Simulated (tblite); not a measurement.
# C4H11BrOSi2: the cost of one run

Computed with tblite 0.8.0 and PySCF 2.14.0, with density-fitted response routines of our own, on a single molecule in the gas phase. Atoms count from 0, in the outputs and in this text.

### 1 The molecule as given

19 atoms, charge 0, multiplicity 1; geometry from: force field or distance geometry start.

Bonds of the start (Å): C0–C1 1.53, C1–C2 1.55, C1–C3 1.53, C3–O4 1.23, C1–Si5 1.92, Si5–Si6 2.31, Si6–Br7 2.22, C0–H8 1.10, C0–H9 1.09, C0–H10 1.10, C2–H11 1.08, C2–H12 1.08, C2–H13 1.10, C3–H14 1.11, Si5–H15 1.48, Si5–H16 1.49, Si6–H17 1.48, Si6–H18 1.49.

### 2 Optimising the geometry with GFN2-xTB

The job: settings as JSON, then the geometry in Å.

```
{"job": {"kind": "relax", "xc": "GFN2-xTB", "basis": "xTB"}, "charge": 0, "multiplicity": 1}
C     -1.975900    -0.229800    -0.842000
C     -0.674200    -0.241800    -0.036700
C     -0.066200    -1.671400    -0.101200
C     -1.062600    -0.003900     1.420300
O     -0.607400     0.871700     2.152800
Si     0.542100     1.093600    -0.700000
Si     2.472100     1.262200     0.551700
Br     3.746700    -0.531700     0.237900
H     -2.689800    -0.978800    -0.468300
H     -1.810300    -0.439900    -1.897700
H     -2.488200     0.745100    -0.774200
H      0.784400    -1.785800     0.561400
H      0.238600    -1.918600    -1.112400
H     -0.805000    -2.421600     0.205700
H     -1.809700    -0.709900     1.840900
H      0.875700     0.736700    -2.093300
H     -0.171600     2.400400    -0.759100
H      3.258800     2.432600     0.105100
H      2.232700     1.400100     2.020200
```

Command:

```console
$ OMP_NUM_THREADS=1 python probes_run.py task.json out
```

One launch serves the whole session: the jobs run in the order shown.

Q: Estimate the wall time and peak memory of this first job on 1 thread of Intel Xeon at 2.50GHz, shared host.

About 6.3 s, with a peak of 0.18 GiB.
